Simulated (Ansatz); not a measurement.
# C2H4AlN: the cost of one run

Method: RKS PBE-D4/def2-SVP, in Ansatz 0.2.0.

## (1) The system as given

Bond lengths: N1–C2 1.146 Å, C2–C3 1.466 Å, C3–Al4 1.920 Å, C3–H5 1.145 Å, C3–H6 1.114 Å, Al4–H7 1.586 Å, Al4–H8 1.597 Å. Angles: N1–C2–C3 177.7°, C2–C3–Al4 111.9°, C2–C3–H5 108.5°, C2–C3–H6 109.6°, Al4–C3–H5 107.1°, Al4–C3–H6 111.9°, H5–C3–H6 107.6°, C3–Al4–H7 119.9°, C3–Al4–H8 118.3°, H7–Al4–H8 113.6°.

Structure file:

```xyz
8

N    -0.3093    1.0230    2.4309
C     0.0111    0.8300    1.3480
C     0.4547    0.5382   -0.0181
Al   -0.6120   -0.8303   -0.8412
H     1.5297    0.1471    0.0253
H     0.4612    1.4776   -0.6173
H    -0.4776   -1.1099   -2.3967
H    -0.9657   -2.1328    0.0133
```

## (2) End point A

Contents of input.yaml:

```yaml
crystal:
  periodic: [false, false, false]
  atoms:
    - { symbol: "N", position_ang: [-0.3093, 1.023, 2.4309] }
    - { symbol: C, position_ang: [0.0111, 0.83, 1.348] }
    - { symbol: C, position_ang: [0.4547, 0.5382, -0.0181] }
    - { symbol: Al, position_ang: [-0.612, -0.8303, -0.8412] }
    - { symbol: H, position_ang: [1.5297, 0.1471, 0.0253] }
    - { symbol: H, position_ang: [0.4612, 1.4776, -0.6173] }
    - { symbol: H, position_ang: [-0.4776, -1.1099, -2.3967] }
    - { symbol: H, position_ang: [-0.9657, -2.1328, 0.0133] }
basis:
  gaussian: { orbitals: def2-SVP }
hamiltonian:
  xc: pbe
  dispersion: d4
relax:
  f_tol: 0.015
  max_steps: 40
```

Command:

```
ansatz run input.yaml --threads 1 --pin off --max-ram 2048MiB --backend cpu --events-out ev --progress --plain --runs-dir out
```

What time and memory should one allow on 1 thread of Arm Neoverse V2, shared host?

About 12 s, with a peak of 0.12 GiB.
